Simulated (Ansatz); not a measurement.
# C₂H₇BZn: a ladder of functionals and wavefunction methods

One table from this session's results is given with a row withheld; the runs are named, their logs left out.

Method: functionals in def2-TZVPP, the program's frozen cores in correlated methods; program: Ansatz 0.2.0, Gaussian basis.

Plan: PBE-D4, r2SCAN-D4, PBE0-D4, B3LYP-D4, ωB97X-V, ωB97M-V, B2PLYP; CCSD(T)/def2-TZVPP; MP2/def2-QZVPP; extrapolation to the limit.

**The relaxed structure**

The geometry comes from an earlier relaxation with PBE0-D4 in a triple-zeta def2 set; it is a stationary point, not always the lowest conformer.

11 atoms, charge 0, spin multiplicity 1.

Atoms are counted from 1 here; the program's logs count them from 0.

Bond lengths: C1–C2 1.522 Å, C1–H5 1.095 Å, C1–H6 1.093 Å, C1–H7 1.093 Å, C2–B3 1.570 Å, C2–H8 1.094 Å, C2–H9 1.107 Å, B3–Zn4 2.362 Å, B3–H10 1.205 Å, B3–H11 1.207 Å. Angles: C2–C1–H5 110.8°, C2–C1–H6 112.4°, C2–C1–H7 111.1°, H5–C1–H6 107.3°, H5–C1–H7 107.0°, H6–C1–H7 107.9°, C1–C2–B3 117.8°, C1–C2–H8 111.0°, C1–C2–H9 108.7°, B3–C2–H8 112.9°, B3–C2–H9 100.8°, H8–C2–H9 104.2°, C2–B3–Zn4 105.3°, C2–B3–H10 120.7°, C2–B3–H11 119.8°, Zn4–B3–H10 91.0°, Zn4–B3–H11 88.9°, H10–B3–H11 117.0°.

Set-up of the first run:

The input, in.yaml:

```yaml
crystal:
  periodic: [false, false, false]
  atoms:
    - {symbol: C, position_ang: [-0.960819, 0.930269, -0.033373]}
    - {symbol: C, position_ang: [0.079049, 0.079044, 0.681025]}
    - {symbol: B, position_ang: [1.126247, -0.690541, -0.200180]}
    - {symbol: Zn, position_ang: [-0.138378, -2.221586, -1.478393]}
    - {symbol: H, position_ang: [-1.681331, 0.299466, -0.565284]}
    - {symbol: H, position_ang: [-1.527781, 1.560901, 0.656402]}
    - {symbol: H, position_ang: [-0.494126, 1.580939, -0.777311]}
    - {symbol: H, position_ang: [-0.388763, -0.556661, 1.438946]}
    - {symbol: H, position_ang: [0.746236, 0.746138, 1.260678]}
    - {symbol: H, position_ang: [1.780777, -1.588527, 0.265307]}
    - {symbol: H, position_ang: [1.524292, -0.196542, -1.227217]}
basis:
  gaussian: {orbitals: def2-TZVPP}
hamiltonian: {xc: pbe, dispersion: d4}
output: {forces: true, orbitals: {seedname: orbitals}}
```

Command:

```bash
ansatz run in.yaml --threads 4 --pin off --events-out ev --progress --plain --max-ram 10444MiB
```

Among the steps run: PBE-D4 (GGA); r2SCAN-D4 (meta-GGA); PBE0-D4 (hybrid); B3LYP-D4 (hybrid); ωB97X-V (range-separated); ωB97M-V (range-separated); B2PLYP (double hybrid); CCSD(T) in def2-TZVPP; MP2 in def2-QZVPP.

One of the session's tables, all rows but one given; the rest of the session is left out.

It belongs to the step «Atomisation energies». 

```
            method  atomisation energy (kJ/mol)
            PBE-D4                       3771.3
         r2SCAN-D4                       3732.9
           PBE0-D4                            ?
          B3LYP-D4                       3726.7
           ωB97X-V                       3705.3
           ωB97M-V                       3716.8
            B2PLYP                       3675.1
     HF/def2-TZVPP                       2835.9
    MP2/def2-TZVPP                       3652.3
   CCSD/def2-TZVPP                       3583.4
CCSD(T)/def2-TZVPP                       3625.2
           MP2/CBS                       3723.1
       CCSD(T)/CBS                       3696.0
```

Q: Estimate the row for PBE0-D4 from the others.

**Answer.** atomisation energy (kJ/mol): 3736.7. In the column «atomisation energy (kJ/mol)» it lies between r2SCAN-D4 (3732.9) and PBE-D4 (3771.3).
